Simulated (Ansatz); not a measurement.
# AlClFH3O: the cost of one run

All numbers below are computed with Ansatz 0.2.0 (RKS B3LYP/def2-SVP).

## (1) The structure to begin with

Bond lengths: Al1–Cl2 2.580 Å, Al1–F3 1.690 Å, Al1–H4 1.560 Å, Al1–O5 2.080 Å, O5–H6 1.010 Å. Angles: Cl2–Al1–F3 120.0°, Cl2–Al1–H4 120.0°, Cl2–Al1–O5 71.6°, F3–Al1–H4 120.0°, F3–Al1–O5 97.0°, H4–Al1–O5 101.2°, Al1–O5–H6 109.5°.

Coordinates:

```xyz
7

Al    0.0000    0.0000    0.0000
Cl    0.0000    0.0000    2.5800
F     1.4635    0.0000   -0.8450
H    -1.3510    0.0000   -0.7800
O     0.0869   -1.9720    0.6559
H    -0.4595   -2.5566    0.0397
H     0.0622   -1.4098    1.8287
```

## (2) Pulling towards end A

Springs on the bonds that form and break draw the guess towards this end; the thresholds are loose.

Input file input.yaml:

```yaml
crystal:
  periodic: [false, false, false]
  atoms:
    - { symbol: Al, position_ang: [0.0, 0.0, 0.0] }
    - { symbol: Cl, position_ang: [0.0, 0.0, 2.58] }
    - { symbol: F, position_ang: [1.4635, 0.0, -0.845] }
    - { symbol: H, position_ang: [-1.351, 0.0, -0.78] }
    - { symbol: O, position_ang: [0.0869, -1.972, 0.6559] }
    - { symbol: H, position_ang: [-0.4595, -2.5566, 0.0397] }
    - { symbol: H, position_ang: [0.0622, -1.4098, 1.8287] }
basis:
  gaussian: { orbitals: def2-SVP }
hamiltonian:
  xc: b3lyp
relax:
  f_tol: 0.15
  max_steps: 25
  restrain:
    - { distance: [0, 4], at: 2.98, k: 30.0 }
    - { distance: [6, 1], at: 2.57, k: 30.0 }
    - { distance: [0, 1], at: 2.23, k: 30.0 }
    - { distance: [6, 4], at: 1.01, k: 30.0 }
```

Launch:

```sh
$ ansatz run input.yaml --threads 1 --pin off --max-ram 2048MiB --backend cpu --events-out ev --progress --plain --runs-dir out
```

Q: Estimate wall time and peak memory on 1 thread of Arm Neoverse V2, shared host.

About 33 s, with a peak of 0.15 GiB.
